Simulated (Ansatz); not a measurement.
This was printed by a script on Ansatz's Python interface, for harmonic frequencies at the relaxed geometry of CH2AlFOS, SMILES F[C]1(S)[O][AlH]1. What did the script look like? Level of theory (for the species named): PBE, 6-31G* basis, multiplicity 1.

```yaml
atoms:
  - { symbol: F, position_ang: [0.0820, -1.8748, 0.4975] }
  - { symbol: C, position_ang: [-0.3013, -0.5225, 0.1976] }
  - { symbol: S, position_ang: [-0.5182, 0.6013, 1.5996] }
  - { symbol: O, position_ang: [-1.3201, -0.4295, -0.6805] }
  - { symbol: Al, position_ang: [0.1357, 0.2205, -1.5289] }
  - { symbol: H, position_ang: [0.8842, 0.5379, 1.9260] }
  - { symbol: H, position_ang: [1.0989, 1.3991, -2.0570] }
```

```console
$ python freq_ch2alfos.py
step   1  E = -23248.393663 eV  largest force component 3.3510 eV/A
step   2  E = -23248.943219 eV  largest force component 1.4842 eV/A
step   3  E = -23249.186425 eV  largest force component 1.1169 eV/A
step   4  E = -23249.300435 eV  largest force component 0.4009 eV/A
step   5  E = -23249.342100 eV  largest force component 0.2921 eV/A
step   6  E = -23249.358871 eV  largest force component 0.2961 eV/A
step   7  E = -23249.369740 eV  largest force component 0.1700 eV/A
step   8  E = -23249.374475 eV  largest force component 0.0910 eV/A
step   9  E = -23249.374816 eV  largest force component 0.0160 eV/A
step  10  E = -23249.374844 eV  largest force component 0.0056 eV/A
step  11  E = -23249.374850 eV  largest force component 0.0022 eV/A
pair        before    after (A)
F0-C1        1.4372   1.3799
C1-S2        1.8099   1.8335
C1-O3        1.3482   1.4054
C1-Al4       1.9297   1.9421
S2-H5        1.4413   1.3594
O3-Al4       1.8060   1.7903
Al4-H6       1.6111   1.5918
final angle F0-C1-S2: 109.69 deg
final angle F0-C1-O3: 112.98 deg
final angle F0-C1-Al4: 121.87 deg
final angle S2-C1-O3: 111.23 deg
final angle S2-C1-Al4: 126.38 deg
final angle C1-S2-H5: 95.13 deg
final angle O3-C1-Al4: 62.25 deg
final angle C1-O3-Al4: 73.75 deg
final angle C1-Al4-O3: 44.00 deg
final angle C1-Al4-H6: 172.57 deg
final angle O3-Al4-H6: 128.56 deg
frequencies (1/cm): 139 235 284 329 339 365 390 553 655 797 889 989 1103 1908 2625
imaginary modes: 0  zero-point energy: 0.7192 eV
T (K)   F_vib (eV)   S_vib (meV/K)   C_vib (meV/K)
 298.1      0.6586        0.5275          0.6748
 398.1      0.5949        0.7426          0.8106
 498.1      0.5108        0.9351          0.9053
```

The script that was run (others could print the same):

The script, `freq_ch2alfos.py`:
```python
'''Vibrations and zero-point energy of CH2AlFOS.'''

import itertools

import ansatz
from ase.data import atomic_numbers, covalent_radii
import numpy as np

ch2alfos = (
    ansatz.Crystal.molecule()
    .atom('F', (0.082, -1.8748, 0.4975))
    .atom('C', (-0.3013, -0.5225, 0.1976))
    .atom('S', (-0.5182, 0.6013, 1.5996))
    .atom('O', (-1.3201, -0.4295, -0.6805))
    .atom('Al', (0.1357, 0.2205, -1.5289))
    .atom('H', (0.8842, 0.5379, 1.926))
    .atom('H', (1.0989, 1.3991, -2.057))
)

model = (
    ch2alfos.calculation()
    .basis(gaussian='6-31G*')
    .functional('pbe')
)
symbols = [site.symbol for site in ch2alfos.cartesian_sites]
start = np.array([site.position_ang for site in ch2alfos.cartesian_sites], dtype=float)
def progress(event):
    if event['event'] == 'relax_step':
        row = event['data']
        print(f'step {row["step"]:3d}  E = {row["lagrangian_ev"]:.6f} eV  largest force component {row["allowed_force_max_ev_ang"]:.4f} eV/A')


rep = model.relax(force_tolerance=0.003).session().plan().execute(on_event=progress).report
end = np.array(rep['positions_ang'])

# pairs closer than 1.2 times the sum of covalent radii, before or after
radius = [covalent_radii[atomic_numbers[s]] for s in symbols]
span = lambda where, i, j: np.linalg.norm(where[i] - where[j])
bonded = [(i, j) for i, j in itertools.combinations(range(len(symbols)), 2) if min(span(start, i, j), span(end, i, j)) < 1.2 * (radius[i] + radius[j])]
print('pair        before    after (A)')
for i, j in bonded:
    print(f'{symbols[i]}{i}-{symbols[j]}{j}'.ljust(10), f'{span(start, i, j):8.4f} {span(end, i, j):8.4f}')
for first, second in list(itertools.combinations(bonded, 2)):
    shared = set(first) & set(second)
    if shared and symbols[(j := shared.pop())] != 'H':
        i, k = sorted((set(first) | set(second)) - {j})
        u, v = end[i] - end[j], end[k] - end[j]
        angle = np.degrees(np.arccos(np.clip(u @ v / np.linalg.norm(u) / np.linalg.norm(v), -1, 1)))
        print(f'final angle {symbols[i]}{i}-{symbols[j]}{j}-{symbols[k]}{k}: {angle:.2f} deg')

# same settings at the minimum
minimum = ansatz.Crystal.molecule()
for symbol, place in zip(symbols, end):
    minimum = minimum.atom(symbol, place.tolist())
vibrating = (
    minimum.calculation()
    .basis(gaussian='6-31G*')
    .functional('pbe')
    .phonons(temperatures=(298.15, 498.15, 100))
)
vib = vibrating.run().report['vibrations']
sums = vib['harmonic_sums']
modes = [m['omega_inv_cm'] for m in sums['modes_at_gamma'] if m['rigid_motion'] == 'no']
print('frequencies (1/cm):', ' '.join(f'{w:.0f}' for w in modes))
print('imaginary modes:', sum(w < 0 for w in modes), ' zero-point energy:', round(sums['zero_point_energy_ev'], 4), 'eV')
print('T (K)   F_vib (eV)   S_vib (meV/K)   C_vib (meV/K)')
for row in zip(sums['temperatures_k'], sums['vibrational_free_energy_ev'], vib['entropy_ev_per_k'], vib['heat_capacity_ev_per_k']):
    print(f'{row[0]:6.1f} {row[1]:11.4f} {1000 * row[2]:13.4f} {1000 * row[3]:15.4f}')
```

Notes:
- Total energies depend on the basis set; only differences at equal settings carry meaning.
- The frequencies are harmonic and unscaled, in a modest basis.
- Wall time of the script: 96 s on 1 thread of Arm Neoverse V2, with other jobs on the host, peak memory 0.25 GiB.
